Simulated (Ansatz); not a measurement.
# K2ScCuF6, space group Fm-3m: a single point from a YAML input

Computed with the Python package of Ansatz (0.2.0).

Contents of `input.yaml`:
```yaml
crystal:
  lattice:
    - [0.0, 4.278518, 4.278518]
    - [4.278518, 0.0, 4.278518]
    - [4.278518, 4.278518, 0.0]
  atoms:
    - { symbol: K, position: [0.75, 0.75, 0.75] }
    - { symbol: K, position: [0.25, 0.25, 0.25] }
    - { symbol: Sc, position: [0.0, 0.0, 0.0] }
    - { symbol: Cu, position: [0.5, 0.5, 0.5] }
    - { symbol: F, position: [0.762319, 0.237681, 0.237681] }
    - { symbol: F, position: [0.237681, 0.237681, 0.762319] }
    - { symbol: F, position: [0.237681, 0.762319, 0.762319] }
    - { symbol: F, position: [0.237681, 0.762319, 0.237681] }
    - { symbol: F, position: [0.762319, 0.237681, 0.762319] }
    - { symbol: F, position: [0.762319, 0.762319, 0.237681] }
kpoints:
  mp_grid: { grid: [4, 4, 4] }
hamiltonian:
  xc: pbesol
scf:
  occupations: { method: fixed }
output:
  forces: true
  stress: true
  eigenvalues: true
```

Script `run_yaml_run.py`:
```python
"""K2ScCuF6 from YAML text."""

import ansatz as az
import numpy as np
import yaml


def main() -> None:
    with open("input.yaml") as handle:
        tree = yaml.safe_load(handle)
    print("sections:", list(tree))
    result = az.Session.from_dict(tree).plan().execute()
    r = result.report

    print("%-22s %14.5f eV" % ("F = E - TS", r["free_energy_ev"]))
    print("%-22s %14.5f eV" % ("E", r["internal_energy_ev"]))
    print("%-22s %14.5f eV" % ("Harris-Foulkes", r["harris_foulkes_ev"]))
    print("%-22s %14.5f eV" % ("Fermi level", r["fermi_energy_ev"]))

    print("band  energy (eV)  occupation, at k =", r["kpoints_frac"][0])
    for band, (e, occ) in enumerate(zip(r["eigenvalues_ev"][0], r["occupations"][0]), start=1):
        print(f"{band:4d} {e:12.4f} {occ:9.4f}")

    # pressure is a third of the trace
    print("pressure by term (GPa)")
    for term, tensor in r["stress_terms_gpa"].items():
        if np.any(tensor):
            print(f"  {term:28s} {np.trace(np.array(tensor)) / 3:12.3f}")
    print(f"  {'total':28s} {np.trace(np.array(r['stress_gpa'])) / 3:12.3f}")

    print("energy terms (eV)")
    for term, value in r["components"].items():
        if abs(value) > 1e-9:
            print(f"  {term:26s} {value:16.5f}")

    print("doubts on the final state:", r["published_state_doubts"] or "none")
    print("warnings:", sorted({n["data"]["kind"] for n in result.notices if n["data"].get("severity") in ("warning", "doubt")}) or "none")


if __name__ == "__main__":
    main()
```

`python run_yaml_run.py` gives:
```text
sections: ['crystal', 'kpoints', 'hamiltonian', 'scf', 'output']
DeckWarning: basis.ecutwfc = 420 eV, auto-derived from the records' recommended cutoffs: set by K (normal level)
F = E - TS               -16546.73325 eV
E                        -16546.73325 eV
Harris-Foulkes           -16546.73325 eV
Fermi level                   6.66077 eV
band  energy (eV)  occupation, at k = [0.0, 0.0, 0.0]
   1    -103.1607    2.0000
   2     -60.7737    2.0000
   3     -60.7737    2.0000
   4     -60.7737    2.0000
   5     -43.7058    2.0000
   6     -24.0454    2.0000
   7     -24.0252    2.0000
   8     -22.7065    2.0000
   9     -22.7065    2.0000
  10     -22.7065    2.0000
  11     -17.7228    2.0000
  12     -17.4540    2.0000
  13     -17.4540    2.0000
  14     -17.1105    2.0000
  15     -17.1105    2.0000
  16     -17.1105    2.0000
  17      -7.6699    2.0000
  18      -7.6699    2.0000
  19      -7.6699    2.0000
  20      -7.5782    2.0000
  21      -7.5782    2.0000
  22      -7.5782    2.0000
  23      -0.9976    2.0000
  24      -0.0732    2.0000
  25      -0.0732    2.0000
  26       0.1171    2.0000
  27       0.1171    2.0000
  28       0.1171    2.0000
  29       0.2350    2.0000
  30       0.2350    2.0000
  31       0.2350    2.0000
  32       1.2680    2.0000
  33       1.2680    2.0000
  34       1.2680    2.0000
  35       1.4416    2.0000
  36       1.4416    2.0000
  37       1.4416    2.0000
  38       1.7511    2.0000
  39       1.7511    2.0000
  40       1.7511    2.0000
  41       6.0698    2.0000
  42       6.0698    2.0000
  43       6.0698    2.0000
  44       6.5150    2.0000
  45       6.5150    2.0000
  46       7.8101    0.0000
  47       8.8497    0.0000
  48       8.8497    0.0000
  49       8.8497    0.0000
  50      11.0947    0.0000
  51      11.0947    0.0000
  52      11.7030    0.0000
pressure by term (GPa)
  kinetic                          1571.743
  hartree                          1625.685
  ewald                           -2291.330
  local_pseudopotential            -342.442
  nonlocal_pseudopotential         -443.721
  augmentation                      171.422
  nlcc                              -35.210
  xc                               -260.096
  augmentation_tail                  -0.002
  scf_correction                      0.000
  pulay_correction                    0.515
  total                              -3.435
energy terms (eV)
  e_band                          -1102.46133
  e_kinetic                        2305.00896
  e_local                        -11674.76949
  e_nonlocal                        970.25563
  e_hartree                        4768.23288
  e_xc                             -928.26572
  e_vxc                           -1175.81627
  e_paw                           -5267.40644
  e_vpaw                          -1063.62268
  e_augmentation_tail                 0.01275
  e_ewald                         -6720.60748
  e_core_change                       0.80565
doubts on the final state: none
warnings: none
```
(Warnings from the package without file and line, repeats left out.)

Reading the output:
- Absolute energies stand on the zero of these potentials, so only differences at equal settings mean something. A total without «per atom» is that of the cell as typed.
- No spin polarisation was allowed.
- The energy terms are those on the plane-wave grid, with the one-centre PAW part apart; e_band, e_vxc and e_vpaw aren't summands of the total.
- The computed bands are complete only to about 4.1 eV above the Fermi level.
- An absolute Fermi energy rests on an arbitrary zero of the periodic potential and has no direct meaning.
- Pressure is positive in compression.
- Without a Hubbard U or exact exchange, semilocal functionals often make such 3d compounds metallic or too weakly gapped.
- This cell is a computed structure, which may not be the phase found in nature.
- Levels are Kohn-Sham eigenvalues on this mesh.
- Hardware and time: 5.5 s on 1 thread of Arm Neoverse V2, on a shared host, peak memory 0.51 GiB.

(Lines on the test bed's own set-up are left out of the output.)
